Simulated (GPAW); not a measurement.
# MoI (P4/mmm) in GPAW: notebook, part 2 of 2

GPAW 26.7.0.

### Step 4. Relaxation of cell and atoms, PBE+D4

Contents of run.py:

```python
from ase.calculators.mixing import SumCalculator
from ase.filters import FrechetCellFilter
from ase.io import read, write
from ase.optimize import BFGS
from dftd4.ase import DFTD4
from gpaw import GPAW, PW

atoms = read('POSCAR')

calc = GPAW(mode=PW(600),
            xc='PBE',
            kpts={'size': (7, 7, 5), 'gamma': True},
            occupations={'name': 'fermi-dirac', 'width': 0.05},
            nbands=21,
            convergence={'density': 1e-05, 'forces': 0.0001},
            maxiter=150,
            txt='gpaw.txt')
atoms.calc = SumCalculator([calc, DFTD4(method='pbe')])
opt = BFGS(FrechetCellFilter(atoms), trajectory='relax.traj', logfile='-')
done = opt.run(fmax=0.02, steps=60)
calc.write('gs.gpw')
write('result.traj', atoms)
print('Converged:', done)
print('Cell:', atoms.cell.cellpar().round(4))
print('Volume:', round(atoms.get_volume(), 4))
print(atoms.get_scaled_positions().round(5))
```

Contents of POSCAR:

```
MoI
1.0
    3.6232628200      0.0000000000      0.0000000000
    0.0000000000      3.6232628200      0.0000000000
    0.0000000000      0.0000000000      5.0420814100
Mo I
1 1
Direct
    0.5000000000      0.5000000000      0.5000000000
    0.0000000000      0.0000000000      0.5000000000
```

On the command line:

```bash
OMP_NUM_THREADS=1 python run.py
```

Wall time 4.3 min (1 thread of Intel Xeon 6975P-C (Granite Rapids), shared host); peak memory 0.32 GiB.

It converged, with:

```
Free energy                            : -10.5719 eV
Relaxed volume                         : 23.20 Å³/atom
Relaxed cell                           : a = 3.858 Å, b = 3.858 Å, c = 3.117 Å, α = 90.00°, β = 90.00°, γ = 90.00°
Space group after relaxing (to 0.05 Å) : P4/mmm (No. 123)
Energy gained by relaxing              : 898.6 meV/atom
Ionic steps                            : 24
Pressure after relaxing                : 0.1 GPa
Band gap on the k mesh                 : none (metal or under the smearing width)
Dispersion energy per atom             : -0.535 eV
```

Step by step:
```csv
step,energy change (eV),largest force (eV/Å),pressure (GPa),volume (Å³)
1,0.0000,0.0000,10.14,66.19
2,-0.2945,0.0000,3.96,69.23
3,-0.4490,0.0000,1.08,72.05
4,-0.4627,0.0000,-6.25,75.66
5,-0.5418,0.0000,-4.35,73.32
6,-0.5767,0.0000,1.21,69.94
7,-0.6616,0.0000,-1.03,68.96
8,-0.9725,0.0000,-5.80,63.90
9,-1.2482,0.0000,-3.71,59.64
10,-1.3365,0.0000,-9.01,57.19
11,-1.5741,0.0000,-8.87,53.47
12,-1.6179,0.0000,-5.82,48.98
13,-1.6331,0.0000,-5.12,48.33
14,-1.4564,0.0000,10.60,42.19
15,-1.6620,0.0000,-3.53,47.15
16,-1.6739,0.0000,-2.48,46.48
17,-1.6844,0.0000,0.22,45.04
18,-1.6844,0.0000,-0.18,45.24
19,-1.6858,0.0000,-0.82,45.65
20,-1.7034,0.0000,-0.19,45.56
21,-1.7623,0.0000,0.70,45.57
22,-1.6063,0.0000,4.64,46.49
23,-1.7971,0.0000,0.22,46.35
24,-1.7971,0.0000,0.11,46.40
```

Final structure:
```yaml
crystal:
  lattice:
    - [3.85809, 0.00000, 0.00000]
    - [0.00000, 3.85809, 0.00000]
    - [0.00000, 0.00000, 3.11709]
  atoms:
    - { symbol: Mo, position: [0.50000, 0.50000, 0.50000] }
    - { symbol: I, position: [0.00000, 0.00000, 0.50000] }
```

Levels at points of the mesh, in eV from the Fermi level:
```tsv
k point	band 7	band 8	band 9	band 10	band 11	band 12	band 13	band 14	band 15	band 16
(0.00, 0.00, 0.00)	-4.24	-2.99	-2.34	-1.36	-0.48	0.91	0.91	0.98	7.30	8.12
```

Caveat: later steps reuse the first step's grids; the volume moved by over 15 % at a fixed basis, so the end points are rough; an odd number of electrons without spin polarisation forces a metal; a magnetic or distorted state may lie lower.

### Step 5. Relaxation of cell and atoms, LDA

Edit run.py of step 4 so:

```diff
@@ -1,2 +1 @@
-from ase.calculators.mixing import SumCalculator
 from ase.filters import FrechetCellFilter
@@ -4,3 +3,2 @@
 from ase.optimize import BFGS
-from dftd4.ase import DFTD4
 from gpaw import GPAW, PW
@@ -10,3 +8,3 @@
 calc = GPAW(mode=PW(600),
-            xc='PBE',
+            xc='LDA',
             kpts={'size': (7, 7, 5), 'gamma': True},
@@ -17,3 +15,3 @@
             txt='gpaw.txt')
-atoms.calc = SumCalculator([calc, DFTD4(method='pbe')])
+atoms.calc = calc
 opt = BFGS(FrechetCellFilter(atoms), trajectory='relax.traj', logfile='-')
```

POSCAR is that of step 4.

Potentials or basis: the program's PAW data sets (release 1.2.1) made for this functional, pw.

On the command line:

```bash
OMP_NUM_THREADS=1 python run.py
```

Wall time 3.2 min (1 thread of Intel Xeon 6975P-C (Granite Rapids), shared host); peak memory 0.31 GiB.

It converged, with:

```yaml
Free_energy: -11.4153 eV
Relaxed_volume: 22.49 Å³/atom
Relaxed_cell: a = 3.814 Å, b = 3.814 Å, c = 3.091 Å, α = 90.00°, β = 90.00°, γ = 90.00°
Space_group_after_relaxing_to_0.05_Å: P4/mmm (No. 123)
Energy_gained_by_relaxing: 764.8 meV/atom
Ionic_steps: 19
Pressure_after_relaxing: 0.0 GPa
Band_gap_on_the_k_mesh: none (metal or under the smearing width)
```

Step by step:
```
step  energy change (eV)  largest force (eV/Å)  pressure (GPa)  volume (Å³)
   1              0.0000                0.0000            7.32        66.19
   2             -0.1580                0.0000            2.86        68.37
   3             -0.2353                0.0000           -1.15        70.39
   4             -0.2532                0.0000           -2.18        70.45
   5             -0.3235                0.0000           -5.04        69.06
   6             -0.4624                0.0000           -8.92        65.39
   7             -0.6073                0.0000          -11.89        61.89
   8             -0.7845                0.0000          -13.65        58.55
   9             -0.8278                0.0000          -13.11        55.39
  10             -0.8403                0.0000          -13.15        55.63
  11             -0.9147                0.0000          -13.34        56.37
  12             -0.9350                0.0000          -12.94        56.76
  13             -0.9530                0.0000          -12.76        56.58
  14             -1.3265                0.0000           -2.74        49.02
  15             -1.4850                0.0000           -2.61        46.96
  16             -1.4473                0.0000            4.01        42.72
  17             -1.5286                0.0000           -0.45        45.10
  18             -1.5292                0.0000            0.11        45.00
  19             -1.5297                0.0000            0.00        44.98
```

Final structure:
```cif
data_structure
_symmetry_space_group_name_H-M 'P 1'
_symmetry_Int_Tables_number 1
_cell_length_a 3.8145
_cell_length_b 3.8145
_cell_length_c 3.0914
_cell_angle_alpha 90.000
_cell_angle_beta 90.000
_cell_angle_gamma 90.000
_cell_volume 44.98
loop_
_atom_site_label
_atom_site_type_symbol
_atom_site_fract_x
_atom_site_fract_y
_atom_site_fract_z
_atom_site_occupancy
Mo1 Mo 0.50000 0.50000 0.50000 1
I1 I 0.00000 0.00000 0.50000 1
```

Levels at points of the mesh, in eV from the Fermi level:
```
           k point  band 9  band 10  band 11  band 12  band 13  band 14
(0.00, 0.00, 0.00)   -2.42    -1.45    -0.45     0.95     0.95     1.04
```

Caveat: later steps reuse the first step's grids; the volume moved by over 15 % at a fixed basis, so the end points are rough; an odd number of electrons without spin polarisation forces a metal; a magnetic or distorted state may lie lower. Spin-orbit coupling is left out, which matters for the levels of I.

### Step 6. Summary

```tsv
level	potentials or basis	gap on the mesh (eV)	pressure (GPa)	relaxed volume (Å³/atom)
PBE	GPAW PAW data sets (gpaw-data 1.2.1), pw	none	0.0	24.19
PBE+D3(BJ)	GPAW PAW data sets (gpaw-data 1.2.1), pw	none	0.0	22.97
PBE+D4	GPAW PAW data sets (gpaw-data 1.2.1), pw	none	0.1	23.20
LDA	the program's PAW data sets (release 1.2.1) made for this functional, pw	none	0.0	22.49
```

Alike in all rows: task relaxation of cell and atoms; no spin polarisation; cell relaxed; k mesh 7 × 7 × 5; cutoff (eV) 600; smearing fermi-dirac 0.05 eV.

Caveats: later steps reuse the first step's grids; the volume moved by over 15 % at a fixed basis, so the end points are rough; an odd number of electrons without spin polarisation forces a metal; a magnetic or distorted state may lie lower; this functional lacks dispersion, which binds the layers, so the pressure and a relaxed spacing across them are unreliable (some runs).

Total energies depend on the potentials used, so only differences within one code and one set of settings carry meaning.
